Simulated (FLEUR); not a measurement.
**HfB: equation of state with r2SCAN**

Crystal: HfB.

```
Hf B
1.0
     0.00000    2.31000    2.31000
     2.31000    0.00000    2.31000
     2.31000    2.31000    0.00000
Hf B
1 1
Direct
  0.50000 0.50000 0.50000
  0.00000 0.00000 0.00000
```

- Program: FLEUR MaX-R8.1 (later development tree)
- Task: equation of state
- Functional: r2SCAN
- Potentials or basis: all-electron
- Basis: FLAPW
- Kmax: 4.8 1/bohr
- k mesh: 10 × 10 × 10
- Occupations: fermi-dirac, width 0.05 eV
- Spin: no spin polarisation
- Gmax: 14.9 1/bohr
- Muffin-tin radii: Hf 2.42, B 1.5 bohr
- lmax: Hf 10, B 8
- lnonsphr: Hf 10, B 8
- Local orbitals a species: Hf 4, B 3

- Equilibrium volume: 14.06 Å³/atom (rough: see the caveat)
- Bulk modulus: 171 GPa (rough)

Energy against volume, from the lowest point:
```tsv
volume (Å³/atom)	energy (meV/atom)
11.587	273.36
11.833	205.27
12.326	98.48
12.819	25.53
13.066	0.00
```

Caveat: the minimum lies outside the volumes run; the meta-GGA is that of a development version, with a GGA for the radial functions and cores and without core tails. Spin-orbit coupling is left out, which matters for the levels of Hf.
